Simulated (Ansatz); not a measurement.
Predict the output of the script below (the Python package of Ansatz (0.2.0)).

The script reads `clh5o2si2.xyz`:
```text
10

O    -0.27230    1.62390   -0.87920
Si    0.29640    0.17310   -0.53330
O     1.91590    0.29940   -0.51180
Si   -0.53690   -0.76190    1.36440
Cl   -0.10780   -0.92560   -2.22570
H    -1.11260    1.67930   -1.45430
H     2.36120    0.79240   -1.23510
H    -2.05560   -0.83610    1.23460
H    -0.30850    0.05610    2.62360
H    -0.09680   -2.15160    1.61980
```

Script `disp_clh5o2si2.py`:
```python
'''Dispersion corrections for ClH5O2Si2.'''

import logging
import sys

import ansatz as az

logging.basicConfig(stream=sys.stdout, format='%(levelname)s %(message)s')
log = logging.getLogger('calc')
log.setLevel(logging.INFO)


def main() -> None:
    molecule = az.Crystal.molecule_from_extxyz('clh5o2si2.xyz')

    setup = molecule.calculation().basis(gaussian='def2-SVP')
    for name in ['pbe0', 'revpbe']:
        for correction in ('d3bj', 'd4'):
            rep = setup.functional(name, dispersion=correction).run(threads=1).report
            log.info(f'{name:8s} {correction:5s} total {rep["free_energy_ev"]:.5f} eV, of which dispersion {1000 * rep["dispersion"]["energy"]["ev"]:.2f} meV')


if __name__ == '__main__':
    main()
```

```console
$ python disp_clh5o2si2.py
INFO pbe0     d3bj  total -32429.82872 eV, of which dispersion -231.86 meV
INFO pbe0     d4    total -32429.82696 eV, of which dispersion -230.10 meV
INFO revpbe   d3bj  total -32438.08694 eV, of which dispersion -601.16 meV
INFO revpbe   d4    total -32438.21675 eV, of which dispersion -730.96 meV
```

Caveats:
- Total energies depend on the basis set; only differences at equal settings carry meaning.
- The geometry is a force-field or estimated start, not a minimum of this method, and the basis set is short of its limit. D4 holds the three-body term, and d3bj doesn't.
- It ran for 14 s on 1 thread of Arm Neoverse V1, on a shared host, peak memory 0.28 GiB.

(Lines on the test bed's own set-up are left out of the output.)
